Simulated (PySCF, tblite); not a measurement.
**C3H11BN2Si: geometry, infrared bands and NMR shifts**

Aim: predict the infrared bands and NMR shifts of C3H11BN2Si (`C[Si@@H]1NBCCN1`).

The runs use tblite 0.8.0 and PySCF 2.14.0, with density-fitted response routines of our own; the level of theory stands in each step. All values are computed, except where a source is named. Atoms are numbered from 0 throughout.

## (1) Starting geometry

18 atoms, charge 0, multiplicity 1; geometry from: force field or distance geometry start.

Bonds of the start (Å): C0–Si1 1.86, Si1–N2 1.77, N2–B3 1.54, B3–C4 1.59, C4–C5 1.52, C5–N6 1.45, N6–Si1 1.77, C0–H7 1.10, C0–H8 1.12, C0–H9 1.11, Si1–H10 1.47, N2–H11 1.05, B3–H12 1.17, C4–H13 1.11, C4–H14 1.11, C5–H15 1.10, C5–H16 1.11, N6–H17 1.04.

## (2) Geometry optimisation with GFN2-xTB

The job: settings as JSON, then the geometry in Å.

```
{"job": {"kind": "relax", "xc": "GFN2-xTB", "basis": "xTB"}, "charge": 0, "multiplicity": 1}
C      2.703600     0.191100     0.158400
Si     0.965300     0.140500    -0.496500
N      0.076200     1.659000    -0.291300
B     -1.383900     1.340000    -0.655300
C     -2.077200    -0.035100    -0.253200
C     -1.223500    -1.243700    -0.615900
N     -0.037300    -1.135900     0.215800
H      2.798000     0.513400     1.210600
H      3.167800    -0.813800     0.023100
H      3.280600     0.887600    -0.485900
H      1.048200    -0.116200    -1.943700
H      0.107400     1.999900     0.699400
H     -1.991800     2.142300    -1.250800
H     -3.086400    -0.132700    -0.710600
H     -2.141400    -0.030900     0.858400
H     -1.767100    -2.189700    -0.453400
H     -0.890700    -1.129300    -1.669600
H      0.443600    -2.040200     0.384200
```

Launch:

```
$ OMP_NUM_THREADS=1 python probes_run.py task.json out
```

This one command runs all jobs of the session in turn.

**Question.** This job is followed by: GFN2-xTB harmonic vibrations, gas phase; GIAO PBE0/pcSseg-1 NMR shielding, non-relativistic, gas phase. Predict these results of the whole session: strongest single infrared mode (GFN2-xTB); zero-point energy (GFN2-xTB); 13C shifts against TMS (PBE0/pcSseg-1); 1H shifts against TMS (PBE0/pcSseg-1, means over atoms taken as alike); 29Si shifts against TMS (PBE0/pcSseg-1); 15N shifts against NH3 (PBE0/pcSseg-1); 11B shifts against BF3·OEt2 (PBE0/pcSseg-1); surface potential, 1st and 99th percentile.

As calculated:

| quantity | value |
| --- | --- |
| strongest single infrared mode (GFN2-xTB) | 2094 cm⁻¹, 389 km/mol |
| zero-point energy (GFN2-xTB) | 91.5 kcal/mol |
| 13C shifts against TMS (PBE0/pcSseg-1) | 42.3, 24.9, 1.6 ppm |
| 1H shifts against TMS (PBE0/pcSseg-1, means over atoms taken as alike) | 5.58, 5.49, 4.22, 3.30, 3.13, 1.19, 1.16, 0.54, 0.10 ppm |
| 29Si shifts against TMS (PBE0/pcSseg-1) | -22.4 ppm |
| 15N shifts against NH3 (PBE0/pcSseg-1) | 127.9, 34.3 ppm |
| 11B shifts against BF3·OEt2 (PBE0/pcSseg-1) | 44.9 ppm |
| surface potential, 1st and 99th percentile | -1.03 V and 1.52 V |

Over 98 steps the energy fell by 1.496 eV; of the close pairs, N2–B3 changed most, 1.538 to 1.392 Å. All 48 modes are real, so the xTB geometry is a minimum. The strongest single mode, at 2094 cm⁻¹, moves mainly H10. GFN2-xTB is a fitted tight-binding method: band positions and strengths are rough. Its intensities can rank the bands wrongly. C5 (sp3 CH2 bonded to N) lies farthest downfield among carbon, at 42.3 ppm; deshielded by the electronegative neighbour. At PBE0/pcSseg-1: The widest tensor belongs to N2: span 199 ppm, with a paramagnetic part of -185 ppm.
